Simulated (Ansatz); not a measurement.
**CH4BFOSi: a ladder of functionals and wavefunction methods**

Aim: compute CH4BFOSi with functionals from several rungs and with coupled cluster, and see how far each lands from CCSD(T) at the basis-set limit for the atomisation energy.

Method: functionals in def2-TZVPP, the program's frozen cores in correlated methods; program: Ansatz 0.2.0, Gaussian basis.

Plan: LDA (SPW92), PBE-D4, revPBE-D4, BLYP-D4, r2SCAN-D4, B97M-V, PBE0-D4, B3LYP-D4, r2SCANh-D4, r2SCAN0-D4, HSE06-D4, BHLYP-D4, CAM-B3LYP-D4, LC-ωPBE, ωB97X-V, ωB97M-V, B2PLYP, PBE-QIDH; CCSD(T)/def2-SVP; CCSD(T)/def2-TZVPP; MP2/def2-QZVPP; extrapolation to the limit; RPA on PBE.

### Step 1. The relaxed structure

All runs share one geometry, relaxed beforehand with PBE0-D4 in a triple-zeta def2 set.

SMILES `O=CB(F)[SiH3]`, 9 atoms, charge 0, spin multiplicity 1.

Atoms are counted from 1 here; the program's logs count them from 0.

Bond lengths: O1–C2 1.209 Å, C2–B3 1.610 Å, C2–H6 1.116 Å, B3–F4 1.321 Å, B3–Si5 2.035 Å, Si5–H7 1.487 Å, Si5–H8 1.487 Å, Si5–H9 1.488 Å. Angles: O1–C2–B3 120.5°, O1–C2–H6 119.6°, B3–C2–H6 119.9°, C2–B3–F4 116.2°, C2–B3–Si5 121.0°, F4–B3–Si5 122.8°, B3–Si5–H7 111.2°, B3–Si5–H8 109.4°, B3–Si5–H9 109.1°, H7–Si5–H8 109.2°, H7–Si5–H9 109.1°, H8–Si5–H9 108.9°.

### Step 2. LDA

This LDA is Slater exchange with PW92 correlation.

in.yaml

```yaml
crystal:
  periodic: [false, false, false]
  atoms:
    - {symbol: O, position_ang: [1.090252, 1.702843, 0.825458]}
    - {symbol: C, position_ang: [1.394408, 1.054310, -0.148411]}
    - {symbol: B, position_ang: [0.496164, -0.200079, -0.607009]}
    - {symbol: F, position_ang: [0.943039, -0.890565, -1.640173]}
    - {symbol: Si, position_ang: [-1.218994, -0.677444, 0.379066]}
    - {symbol: H, position_ang: [2.308058, 1.326159, -0.728387]}
    - {symbol: H, position_ang: [-1.903129, -1.832309, -0.260331]}
    - {symbol: H, position_ang: [-2.132409, 0.495992, 0.375532]}
    - {symbol: H, position_ang: [-0.888888, -1.025408, 1.787157]}
basis:
  gaussian: {orbitals: def2-TZVPP}
hamiltonian: {xc: lda}
output: {orbitals: {seedname: orbitals}}
```

Command:

```sh
$ ansatz run in.yaml --threads 2 --pin off --events-out ev --progress --plain --max-ram 4352MiB
```

After this run come: PBE-D4 (GGA); revPBE-D4 (GGA); BLYP-D4 (GGA); r2SCAN-D4 (meta-GGA); B97M-V (meta-GGA); B3LYP-D4 (hybrid); r2SCANh-D4 (hybrid); r2SCAN0-D4 (hybrid); HSE06-D4 (hybrid); BHLYP-D4 (hybrid); CAM-B3LYP-D4 (range-separated); LC-ωPBE (range-separated); ωB97X-V (range-separated); ωB97M-V (range-separated); B2PLYP (double hybrid); PBE-QIDH (double hybrid); CCSD(T) in def2-SVP; CCSD(T) in def2-TZVPP; MP2 in def2-QZVPP; RPA on PBE orbitals.

**Question.** What will the summary of the whole plan be? Wanted: atomisation energy, CCSD(T)/CBS; farthest beyond LDA; mean size of error, GGA; mean size of error, meta-GGA; mean size of error, hybrid; mean size of error, range-separated; mean size of error, double hybrid; gap, smallest and largest; T1 diagnostic.

The runs gave:

| quantity | value |
| --- | --- |
| atomisation energy, CCSD(T)/CBS | 3372.9 kJ/mol |
| functionals within 16.9 kJ/mol (0.5 %) | revPBE-D4, PBE0-D4, B3LYP-D4, r2SCANh-D4, HSE06-D4, LC-ωPBE |
| farthest beyond LDA | BHLYP-D4 (-109.5 kJ/mol) |
| mean size of error, GGA | 38.1 kJ/mol |
| mean size of error, meta-GGA | 21.3 kJ/mol |
| mean size of error, hybrid | 31.3 kJ/mol |
| mean size of error, range-separated | 18.7 kJ/mol |
| mean size of error, double hybrid | 23.7 kJ/mol |
| gap, smallest and largest | 1.60 eV (LDA (SPW92)), 9.47 eV (LC-ωPBE) |
| T1 diagnostic | 0.0155 |
| triples share of the correlation energy | 3.7 % |

LDA overbinds by 516.4 kJ/mol (15 %). PBE-D4 misses by +87.6 kJ/mol. Double hybrids carry the basis error of their MP2 part in triple zeta, and no dispersion term here, so their miss is partly the set-up's. Taken by rung, range-separated functionals do best (18.7 kJ/mol on average) and GGA ones worst beyond LDA (38.1 kJ/mol). The gap between the best rungs is small, so their order is not settled. The reference freezes the cores and leaves out relativity and excitations past (T), so misses under about 16.9 kJ/mol can't be ranked. Hartree-Fock recovers 73 % of the binding; the rest is correlation. CCSD(T) in def2-SVP is off by -159.8 kJ/mol, more than most functionals: a good method in a small basis is no reference. Orbital gaps span 1.6 to 9.5 eV; exact exchange widens them.
